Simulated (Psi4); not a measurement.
# InCl2O (SMILES [O][In]([Cl])[Cl]) at UBLYP/def2-SVPD (core potential)

Aim: the vertical electron affinity of InCl2O at UBLYP/def2-SVPD (core potential), from 2 runs. The job is set up through a Python script.

Program for the calculation: Psi4 1.11.

13 further runs of the same task are left out: 10 that didn't finish, 3 set aside as unsound or not needed.

## (1) The structure to begin with

InCl2O: 4 atoms, total charge 0, spin state doublet. SMILES: `[O][In]([Cl])[Cl]`. Geometry: relaxed at PBE0-D4/def2-TZVP.

Bond lengths: O1–In2 1.989 Å, In2–Cl3 2.293 Å, In2–Cl4 2.293 Å. Angles: O1–In2–Cl3 119.2°, O1–In2–Cl4 119.2°, Cl3–In2–Cl4 121.6°.

## (2) Energy and gradient at UBLYP/def2-SVPD (core potential)

Input file run.py:

```python
import psi4

psi4.set_memory(2200000000)
psi4.set_num_threads(1)
psi4.core.set_output_file('run.log', False)

mol = psi4.geometry("""
0 2
O      0.606300     1.014000     1.667600
In     0.031700     0.016000     0.045400
Cl     0.741600    -2.145000    -0.248200
Cl    -1.324100     1.054700    -1.485200
units angstrom
symmetry c1
""")

options = {'basis': 'def2-SVPD', 'reference': 'uks', 'puream': True, 'e_convergence': 1e-09, 'd_convergence': 1e-08, 'scf_type': 'pk', 'dft_radial_points': 99, 'dft_spherical_points': 590, 'maxiter': 100}
psi4.set_options(options)

e_tot, wfn = psi4.gradient('blyp', molecule=mol, return_wfn=True)
psi4.oeprop(wfn, 'DIPOLE', 'MULLIKEN_CHARGES', 'MAYER_INDICES', title='BLYP')
print('gradient / Eh bohr^-1')
print(e_tot.np.round(6))
print(f'energy = {wfn.energy():.10f} Eh')
for k, v in sorted(psi4.core.scalar_variables().items()):
    print(f'{k:45s} {v:18.10f}')
```

On the command line:

```bash
$ python run.py
```

run.log:

```text
[...]
    !!!  WARNING: ECP capability is in beta. Please check occupations closely.  !!!
[...]
  Running in c1 symmetry.
[...]
  Nuclear repulsion =  286.555074893542837
[...]
  Multiplicity = 2
[...]
  Nalpha       = 32
  Nbeta        = 31
[...]
    Number of basis functions: 109
[...]
   @UKS iter   1: -1184.47848848433659   -8.13314e-02   1.11349e-02 ADIIS/DIIS
[...]
   @UKS iter  19: -1185.38889400973221   -4.77485e-12   6.37808e-09 DIIS
[...]
   @S^2 Observed:                7.551745422E-01
[...]
    Orbital Energies [Eh]
    ---------------------
    Alpha Occupied:
       1A   -100.734125     2A   -100.734109     3A    -18.871495
       4A     -9.197811     5A     -9.197794     6A     -7.034763
       7A     -7.034748     8A     -7.027352     9A     -7.027344
      10A     -7.026673    11A     -7.026663    12A     -4.554750
      13A     -2.997913    14A     -2.993745    15A     -2.991264
      16A     -0.883200    17A     -0.791205    18A     -0.789799
      19A     -0.758316    20A     -0.755925    21A     -0.741827
      22A     -0.723421    23A     -0.717563    24A     -0.424104
      25A     -0.371342    26A     -0.342000    27A     -0.338350
      28A     -0.317711    29A     -0.300401    30A     -0.298605
      31A     -0.297168    32A     -0.296529
[...]
  @UKS Final Energy: -1185.38889400973221
   => Energetics <=
    Nuclear Repulsion Energy =            286.5550748935428373
    One-Electron Energy =               -2279.1559671882232578
    Two-Electron Energy =                 888.9015146798190017
    DFT Exchange-Correlation Energy =     -81.6895163948710064
    Empirical Dispersion Energy =           0.0000000000000000
    VV10 Nonlocal Energy =                  0.0000000000000000
    Total Energy =                      -1185.3888940097322120
[...]
  -Total Gradient:
     Atom            X                  Y                   Z
    ------   -----------------  -----------------  -----------------
       1       -0.006511174393    -0.011310548298    -0.018385123705
       2       -0.000447088647    -0.000752939745    -0.001245337960
       3       -0.007568222191     0.023122587491     0.003185499759
       4        0.014515893295    -0.011077405499     0.016415222470
[...]
 Multipole Moments:
 ------------------------------------------------------------------------------------
     Multipole            Electronic (a.u.)      Nuclear  (a.u.)        Total (a.u.)
 ------------------------------------------------------------------------------------
 L = 1.  Multiply by 2.5417464519 to convert [e a0] to [Debye]
 Dipole X            :          4.0782418           -4.1223022           -0.0440604
 Dipole Y            :          7.0889524           -7.1651270           -0.0761746
 Dipole Z            :         11.5221063          -11.6460658           -0.1239596
 Magnitude           :                                                    0.1520193
[...]
  Mulliken Charges: (a.u.)
   Center  Symbol    Alpha    Beta     Spin     Total
       1     O     4.75656  3.72948  1.02709 -0.48604
       2    IN     9.73947  9.79078 -0.05132  1.46975
       3    CL     8.75199  8.73987  0.01212 -0.49186
       4    CL     8.75198  8.73987  0.01211 -0.49185
   Total alpha = 32.00000, Total beta = 31.00000, Total charge =  0.00000
  Mayer Bond Indices:
  Total Bond Index:
  Irrep: 1 Size: 4 x 4
[...]
```

Standard output:

```text
gradient / Eh bohr^-1
[[-0.006511 -0.011311 -0.018385]
 [-0.000447 -0.000753 -0.001245]
 [-0.007568  0.023123  0.003185]
 [ 0.014516 -0.011077  0.016415]]
energy = -1185.3888940097 Eh
CURRENT ENERGY                                  -1185.3888940097
CURRENT REFERENCE ENERGY                        -1185.3888940097
DD SOLVATION ENERGY                                 0.0000000000
DFT FUNCTIONAL TOTAL ENERGY                     -1185.3888940097
DFT TOTAL ENERGY                                -1185.3888940097
DFT VV10 ENERGY                                     0.0000000000
DFT XC ENERGY                                     -81.6895163949
GRID ELECTRONS ALPHA                               32.0000002170
GRID ELECTRONS BETA                                31.0000003441
GRID ELECTRONS TOTAL                               63.0000005611
NUCLEAR REPULSION ENERGY                          286.5550748935
ONE-ELECTRON ENERGY                             -2279.1559671882
PCM POLARIZATION ENERGY                             0.0000000000
PE ENERGY                                           0.0000000000
SCF ITERATION ENERGY                            -1185.3888940097
SCF ITERATIONS                                     19.0000000000
SCF TOTAL ENERGY                                -1185.3888940097
TWO-ELECTRON ENERGY                               888.9015146798
XC GRID RADIAL POINTS                              99.0000000000
XC GRID SPHERICAL POINTS                          590.0000000000
XC GRID TOTAL POINTS                           225605.0000000000
```

Run time: 46 s. Hardware: 1 thread of Intel Xeon Platinum 8259CL at 2.50GHz (Skylake/Cascade Lake), shared host; peak memory 0.75 GiB.

## (3) The singlet anion

Input file cl2ino.py:

```python
import psi4

psi4.set_memory(2200000000)
psi4.set_num_threads(1)
psi4.core.set_output_file('cl2ino.out', False)

geom = psi4.geometry("""
-1 1
O      1.14574095     1.91618229     3.15130729
In     0.05990432     0.03023562     0.08579357
Cl     1.40142089    -4.05346254    -0.46903002
Cl    -2.50218636     1.99309414    -2.80662124
units au
symmetry c1
""")

options = {'basis': 'def2-SVPD', 'puream': True, 'e_convergence': 1e-09, 'd_convergence': 1e-08, 'scf_type': 'pk', 'dft_radial_points': 99, 'dft_spherical_points': 590}
psi4.set_options(options)

energy_value, wavefunction = psi4.gradient('blyp', return_wfn=True)
psi4.oeprop(wavefunction, 'MULLIKEN_CHARGES', 'QUADRUPOLE', 'MAYER_INDICES', title='BLYP')
print('gradient / Eh bohr^-1')
print(energy_value.np.round(6))
print(f'energy = {wavefunction.energy():.10f} Eh')
for k, v in sorted(psi4.core.scalar_variables().items()):
    print(f'{k:45s} {v:18.10f}')
```

On the command line:

```bash
$ python cl2ino.py
```

cl2ino.out (excerpt; [...] marks lines left out):

```text
[...]
    !!!  WARNING: ECP capability is in beta. Please check occupations closely.  !!!
[...]
  Running in c1 symmetry.
[...]
  Nuclear repulsion =  286.555074981075961
[...]
  Multiplicity = 1
[...]
  Nalpha       = 32
  Nbeta        = 32
[...]
    Number of basis functions: 109
[...]
   @RKS iter   1: -1184.71575513771131   -3.31884e-01   1.12229e-02 ADIIS/DIIS
[...]
   @RKS iter  16: -1185.51201571509137    1.81899e-12   7.13647e-10 DIIS
[...]
  @RKS Final Energy: -1185.51201571509137
   => Energetics <=
    Nuclear Repulsion Energy =            286.5550749810759612
    One-Electron Energy =               -2292.3295662574746530
    Two-Electron Energy =                 902.1947988944348253
    DFT Exchange-Correlation Energy =     -81.9323233331274992
    Empirical Dispersion Energy =           0.0000000000000000
    VV10 Nonlocal Energy =                  0.0000000000000000
    Total Energy =                      -1185.5120157150913656
[...]
  -Total Gradient:
     Atom            X                  Y                   Z
    ------   -----------------  -----------------  -----------------
       1        0.003503554964     0.006082368190     0.009886990550
       2       -0.021132323866    -0.036685016364    -0.059652032274
       3       -0.011518155268     0.046776254968     0.012693674563
       4        0.029137279113    -0.016190270516     0.037044302973
[...]
 Multipole Moments:
 ------------------------------------------------------------------------------------
     Multipole            Electronic (a.u.)      Nuclear  (a.u.)        Total (a.u.)
 ------------------------------------------------------------------------------------
 L = 1.  Multiply by 2.5417464519 to convert [e a0] to [Debye]
 Dipole X            :          3.6313412           -4.1223022           -0.4909611
 Dipole Y            :          6.3127316           -7.1651270           -0.8523955
 Dipole Z            :         10.2603389          -11.6460658           -1.3857269
 Magnitude           :                                                    1.6993705
 L = 2.  Multiply by 1.3450342976 to convert [e a0^2] to [Debye ang]
 Quadrupole XX       :       -196.0909101          149.5798439          -46.5110662
 Quadrupole XY       :        168.1935751         -165.7884625            2.4051126
[...]
  Mulliken Charges: (a.u.)
   Center  Symbol    Alpha    Beta     Spin     Total
[...]
```

On the terminal:

```text
gradient / Eh bohr^-1
[[ 0.003504  0.006082  0.009887]
 [-0.021132 -0.036685 -0.059652]
 [-0.011518  0.046776  0.012694]
 [ 0.029137 -0.01619   0.037044]]
energy = -1185.5120157151 Eh
CURRENT ENERGY                                  -1185.5120157151
CURRENT REFERENCE ENERGY                        -1185.5120157151
DD SOLVATION ENERGY                                 0.0000000000
DFT FUNCTIONAL TOTAL ENERGY                     -1185.5120157151
DFT TOTAL ENERGY                                -1185.5120157151
DFT VV10 ENERGY                                     0.0000000000
DFT XC ENERGY                                     -81.9323233331
GRID ELECTRONS ALPHA                               32.0000002581
GRID ELECTRONS BETA                                32.0000002581
GRID ELECTRONS TOTAL                               64.0000005163
NUCLEAR REPULSION ENERGY                          286.5550749811
ONE-ELECTRON ENERGY                             -2292.3295662575
PCM POLARIZATION ENERGY                             0.0000000000
PE ENERGY                                           0.0000000000
SCF ITERATION ENERGY                            -1185.5120157151
SCF ITERATIONS                                     16.0000000000
SCF TOTAL ENERGY                                -1185.5120157151
TWO-ELECTRON ENERGY                               902.1947988944
XC GRID RADIAL POINTS                              99.0000000000
XC GRID SPHERICAL POINTS                          590.0000000000
XC GRID TOTAL POINTS                           225609.0000000000
```

Run time: 29 s. Hardware: 1 thread of Intel Xeon Platinum 8259CL at 2.50GHz (Skylake/Cascade Lake), shared host; peak memory 0.75 GiB.

## (4) Outcome

Level: UBLYP/def2-SVPD (core potential).

| quantity | value |
| --- | --- |
| doublet InCl2O: total energy | -1185.38889 Eh |
| doublet InCl2O: dipole moment | 0.39 D |
| doublet InCl2O: HOMO energy (highest over α and β) | -7.54 eV |
| doublet InCl2O: LUMO energy (lowest over α and β) | -6.69 eV |
| doublet InCl2O: ⟨S²⟩ | 0.755 |
| doublet InCl2O: largest force on an atom | 1.263 eV/Å |
| singlet anion: total energy | -1185.51202 Eh |
| singlet anion: HOMO energy | -0.12 eV |
| singlet anion: LUMO energy | 1.54 eV |
| singlet anion: HOMO–LUMO gap (to an unbound level, set by the basis) | 1.66 eV |
| singlet anion: largest force on an atom | 3.761 eV/Å |
| vertical electron affinity (to the singlet anion) | 3.350 eV |

At fixed nuclei the extra electron is bound by 3.35 eV (77 kcal/mol). The largest force (doublet InCl2O) is 1.26 eV/Å: the shape isn't a stationary point for this species at this level. Mulliken charges (doublet InCl2O) run from -0.49 on Cl3 to +1.47 on In2; in a basis this large or diffuse they mean little.
